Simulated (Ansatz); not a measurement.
Predict the output of the script below (Ansatz's Python interface).

`input.yaml`
```yaml
crystal:
  periodic: [false, false, false]
  atoms:
    - { symbol: F, position_ang: [-1.0994, 0.1306, 1.8639] }
    - { symbol: Si, position_ang: [-0.9882, 0.951, 0.3921] }
    - { symbol: F, position_ang: [0.2977, 2.0831, 0.4619] }
    - { symbol: O, position_ang: [-0.763, -0.1338, -0.9329] }
    - { symbol: Ge, position_ang: [0.8057, -0.9786, -0.5285] }
    - { symbol: H, position_ang: [-2.2389, 1.6533, 0.1304] }
    - { symbol: H, position_ang: [1.998, 0.0714, -0.4642] }
    - { symbol: H, position_ang: [1.1506, -1.9851, -1.6693] }
    - { symbol: H, position_ang: [0.7114, -1.7344, 0.8155] }
basis:
  gaussian: { orbitals: def2-SVP }
hamiltonian:
  xc: r2scan
output:
  forces: true
```

`f2geh4osi.py`
```python
'''F2GeH4OSi through the session interface.'''

import ansatz as az
import numpy as np


def main() -> None:
    session = az.Session.from_deck('input.yaml')
    summary = session.plan(threads=1).execute().report

    print('reference energy %16.6f eV' % summary['reference_energy_ev'])
    print('total energy     %16.6f eV' % summary['free_energy_ev'])
    print('occupied orbitals outside the frozen core (up, down):', summary['n_occupied'], ' frozen:', summary['n_frozen'], ' virtual:', summary['n_virtual'])
    symbols = ['F', 'Si', 'F', 'O', 'Ge', 'H', 'H', 'H', 'H']
    field = summary['mean_field']
    print('<S^2> =', round(abs(field['state']['spin_squared']), 4), ' all-electron relativity setting:', field['relativity'])
    print('passes:', field['passes'])
    if 'symmetry' in field:
        print('occupied orbitals by irrep:', field['symmetry']['occupied'])

    forces = np.array(summary['forces_ev_ang'])
    print('largest force', round(float(np.linalg.norm(forces, axis=1).max()), 4), 'eV/A, rms', round(float(np.sqrt((forces ** 2).mean())), 4))
    charges = summary['charge_distribution']
    dipole = np.array(charges['dipole_moment_e_ang']) * 4.803205
    print('dipole (D): {:.3f} {:.3f} {:.3f}, length {:.3f}'.format(*dipole, np.linalg.norm(dipole)))
    print('atom  Mulliken   Lowdin')
    for symbol, m, l in zip(symbols, charges['mulliken_charges_e'], charges['lowdin_charges_e']):
        print(f'{symbol:4s} {m:9.3f} {l:8.3f}')


if __name__ == '__main__':
    main()
```

`python f2geh4osi.py` gives:
```text
reference energy    -71926.323203 eV
total energy        -71926.323203 eV
occupied orbitals outside the frozen core (up, down): [38, 38]  frozen: 0  virtual: [74, 74]
<S^2> = 0.0  all-electron relativity setting: none
passes: {'evaluations': 15, 'products': 12}
occupied orbitals by irrep: [{'A': 38}, {'A': 38}]
largest force 2.9436 eV/A, rms 1.0293
dipole (D): 0.107 -0.716 -0.428, length 0.841
atom  Mulliken   Lowdin
F       -0.361   -0.065
Si       1.092    0.259
F       -0.372   -0.088
O       -0.591   -0.057
Ge       0.456    0.145
H       -0.084   -0.078
H       -0.043   -0.033
H       -0.054   -0.046
H       -0.044   -0.037
```

Total energies depend on the basis set; only differences at equal settings carry meaning. The geometry is a force-field or estimated start, not a minimum of this method, and the basis set is short of its limit. The Löwdin charges here are taken after orthogonalising the functions within each atom; they differ from plain Löwdin charges, and their signs can be unphysical. Run time: 8.5 s on 1 thread of Arm Neoverse V2, with other jobs on the host, peak memory 0.23 GiB.

(Lines on the test bed's own set-up are left out of the output.)
